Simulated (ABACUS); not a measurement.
Wanted: an ASE script for an ABACUS 3.10.1 run.

| Item | Value |
| --- | --- |
| Task | single point |
| Functional | PBE |
| Potentials or basis | PseudoDojo NC SR 0.4.1 PBE standard |
| Cutoff | 1361 eV |
| Density cutoff | 5442 eV |
| Basis | DZP LCAO (the cutoffs set its grid) |
| k mesh | 3 × 3 × 3 |
| Occupations | fermi-dirac, width 0.05 eV |
| Spin | collinear spin, ferromagnetic start |
| Starting moments | [0.0, 0.0, 0.0, 0.0, 0.0, 0.0, 0.0, 2.0, 2.0, 2.0, 0.0, 0.0, 0.0, 0.0, 0.0, 0.0, 0.0, 0.0, 0.0, 0.0, 0.0, 0.0] μB |
| Fixed moment | 4.5 μB |
| Radial cutoff of the potentials (pseudo_rcut) | 7 bohr |
| SCF threshold on the density | 1e-07 |
| Max SCF steps | 100 |
| Eigensolver | genelpa |
| Mixing | broyden |
| Mixing share | 0.4 |
| Symmetry key | 1 |

The structure of Ba2Tl5V3O12 lies in POSCAR:

```
Ba2Tl5V3O12
1.0
    8.1542100000      0.0000000000      0.0000000000
   -4.0771100000      7.0617600000      0.0000000000
    0.0000000000      0.0000000000      6.9212800000
Ba V Tl O
2 3 5 12
Direct
    0.0000000000      0.0000000000      0.2355200000
    0.0000000000      0.0000000000      0.7644800000
    0.5000000000      0.0000000000      0.0000000000
    0.0000000000      0.5000000000      0.0000000000
    0.5000000000      0.5000000000      0.0000000000
    0.5000000000      0.0000000000      0.5000000000
    0.0000000000      0.5000000000      0.5000000000
    0.5000000000      0.5000000000      0.5000000000
    0.3333300000      0.6666700000      0.2248900000
    0.6666700000      0.3333300000      0.7751100000
    0.3389000000      0.3433400000      0.8144400000
    0.6566600000      0.9955600000      0.8144400000
    0.0044400000      0.6611000000      0.8144400000
    0.3433400000      0.3389000000      0.1855600000
    0.9955600000      0.6566600000      0.1855600000
    0.6611000000      0.0044400000      0.1855600000
    0.6611000000      0.6566600000      0.1855600000
    0.3433400000      0.0044400000      0.1855600000
    0.9955600000      0.3389000000      0.1855600000
    0.6566600000      0.6611000000      0.8144400000
    0.0044400000      0.3433400000      0.8144400000
    0.3389000000      0.9955600000      0.8144400000
```

The cell was built by a generator and needn't be a form met in nature.

These files were run (other wordings do the same):

run_abacus.py

```python
"""ABACUS run from a structure file: ASE reads it, the script writes STRU, KPT and INPUT."""
import re
import subprocess
from ase.io import read
from ase.units import Bohr

atoms = read("POSCAR")
atoms = atoms[(-atoms.numbers).argsort(kind="stable")]  # ABACUS lists atoms element by element
pseudo = {'Tl': 'Tl.upf', 'Ba': 'Ba.upf', 'V': 'V.upf', 'O': 'O.upf'}
orbital = {'Tl': 'Tl_confined-atom_8au_2s2p2d.orb', 'Ba': 'Ba_confined-atom_9au_3s2p2d.orb', 'V': 'V_confined-atom_7au_3s2p2d1f.orb', 'O': 'O_confined-atom_6au_2s2p1d.orb'}
magmoms = [0.0, 0.0, 0.0, 0.0, 0.0, 0.0, 0.0, 2.0, 2.0, 2.0, 0.0, 0.0, 0.0, 0.0, 0.0, 0.0, 0.0, 0.0, 0.0, 0.0, 0.0, 0.0]
kmesh = [3, 3, 3]
params = {
    'suffix': 'Ba2Tl5V3O12',
    'calculation': 'scf',
    'basis_type': 'lcao',
    'pseudo_dir': './',
    'orbital_dir': './',
    'symmetry': 1,
    'dft_functional': 'pbe',
    'ecutwfc': 100,
    'pseudo_rcut': 7,
    'nspin': 2,
    'nbands': 121,
    'ks_solver': 'genelpa',
    'smearing_method': 'fd',
    'smearing_sigma': 0.00367493,
    'scf_thr': 1e-07,
    'scf_nmax': 100,
    'mixing_type': 'broyden',
    'mixing_beta': 0.4,
    'cal_force': 1,
    'cal_stress': 1,
    'nupdown': 4.5,
    'out_mul': 1,
}

symbols = atoms.get_chemical_symbols()
elements = list(dict.fromkeys(symbols))
lines = ["ATOMIC_SPECIES"] + [f"{e} {atoms.get_masses()[symbols.index(e)]:.4f} {pseudo[e]}" for e in elements]
if orbital:
    lines += ["", "NUMERICAL_ORBITAL"] + [orbital[e] for e in elements]
lines += ["", "LATTICE_CONSTANT", f"{1 / Bohr:.10f}", "", "LATTICE_VECTORS"]
lines += [" ".join(f"{x:.10f}" for x in v) for v in atoms.cell]
lines += ["", "ATOMIC_POSITIONS", "Direct"]
for e in elements:
    lines += ["", e, "0.0", str(symbols.count(e))]
    for i, p in enumerate(atoms.get_scaled_positions(wrap=False)):
        if symbols[i] == e:
            mag = "" if magmoms is None else " mag " + " ".join(str(x) for x in (magmoms[i] if isinstance(magmoms[i], list) else [magmoms[i]]))
            lines.append(" ".join(f"{x:.10f}" for x in p) + " 1 1 1" + mag)
open("STRU", "w").write("\n".join(lines) + "\n")
open("KPT", "w").write("K_POINTS\n0\nGamma\n%d %d %d 0 0 0\n" % tuple(kmesh))
open("INPUT", "w").write("INPUT_PARAMETERS\n" + "".join(f"{k:<20s}{v}\n" for k, v in params.items()))

done = subprocess.run(['mpirun', '-np', '4', 'abacus'])
if done.returncode:
    raise SystemExit(done.returncode)
log = open("OUT.Ba2Tl5V3O12/running_scf.log").read()
print("final energy (eV):", re.findall(r"FINAL_ETOT_IS (\S+)", log))
```

Potentials or basis: PseudoDojo NC SR 0.4.1 PBE standard, DZP LCAO (the cutoffs set its grid).

Run with:

```console
$ OMP_NUM_THREADS=1 python run_abacus.py > log
```

It gave:

```
Pressure         : 3.2 GPa
Largest force    : 0.274 eV/Å
Net moment       : 4.50 μB per cell
Absolute moment  : 4.54 μB per cell
Site moments     : Tl +0.18, +0.16; Ba +0.03; V +0.48; O +0.18 μB
Mulliken charges : Tl +0.51, +0.40; Ba +1.15; V +0.70; O -0.56 e
```

Caveat: the atomic orbitals were generated for these runs and aren't a published set; the moment is held away from its start; Mulliken charges move with the basis; this release of the barium file is off; the basis of atomic orbitals isn't converged, which shifts pressures, moduli and gaps; the total moment is fixed, so each spin has its own Fermi level.

Wall time 2.1 min on 4 MPI ranks on Intel(R) Xeon(R) 6975P-C (Granite Rapids) (shared host), peak memory 1.8 GiB a rank.
